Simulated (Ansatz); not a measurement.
# WI6: the cost of one run

Program: Ansatz 0.2.0. Level of theory: DFT PBE, scalar-relativistic, plane waves, PAW. These are calculated values, not measurements.

## 1. The system as given

It takes space group P6/mmm (No. 191, hexagonal). Conventional cell: a = 6.307 Å, b = 6.307 Å, c = 6.820 Å, α = 90.00°, β = 90.00°, γ = 120.00°. W (site symmetry 6/mmm) is surrounded by 12 I at 4.00 Å. Around I (site symmetry m2m) lie 3 I at 2.10 to 2.11 Å.

Structure file:

```xyz
7
Lattice="6.3068 0.0000 0.0000 -3.1534 5.4619 0.0000 0.0000 0.0000 6.8201" Properties=species:S:1:pos:R:3 pbc="T T T"
W     0.0000    0.0000    0.0000
I     2.0995    0.0000    3.4100
I     4.2073    0.0000    3.4100
I    -1.0498    1.8182    3.4100
I    -2.1037    3.6436    3.4100
I     2.1037    3.6436    3.4100
I     1.0498    1.8182    3.4100
```

Recipe of the guess: species swapped into a database cell of SmC6 (P6/mmm, No. 191), with W on the Sm sites and I on the C sites. Lengths come from tabulated atomic sizes and are only a guess.

## 2. Probe: one point on a coarse mesh

Contents of input.yaml:

```yaml
crystal:
  lattice:
    - [6.30683111, 0.0, 0.0]
    - [-3.15341555, 5.46187596, 0.0]
    - [0.0, 0.0, 6.82006596]
  atoms:
    - { symbol: W, position: [0.0, 0.0, 0.0] }
    - { symbol: I, position: [0.33289683, 0.0, 0.5] }
    - { symbol: I, position: [0.66710317, 0.0, 0.5] }
    - { symbol: I, position: [0.0, 0.33289683, 0.5] }
    - { symbol: I, position: [0.0, 0.66710317, 0.5] }
    - { symbol: I, position: [0.66710317, 0.66710317, 0.5] }
    - { symbol: I, position: [0.33289683, 0.33289683, 0.5] }
basis:
  ecutwfc: 420
kpoints:
  mp_grid: { grid: [3, 3, 4] }
hamiltonian:
  xc: pbe
scf:
  occupations: { method: gaussian, width: 0.1 }
  lower_state_search: "off"
output:
  forces: true
  stress: true
  eigenvalues: true
```

Run with:

```console
$ ansatz run input.yaml --threads 1 --pin off --max-ram 2048MiB --backend cpu --events-out ev --progress --plain --runs-dir out
```

Q: Estimate wall time and peak memory on 1 thread of Arm Neoverse V2, shared host.

About 11 s, with a peak of 0.51 GiB.
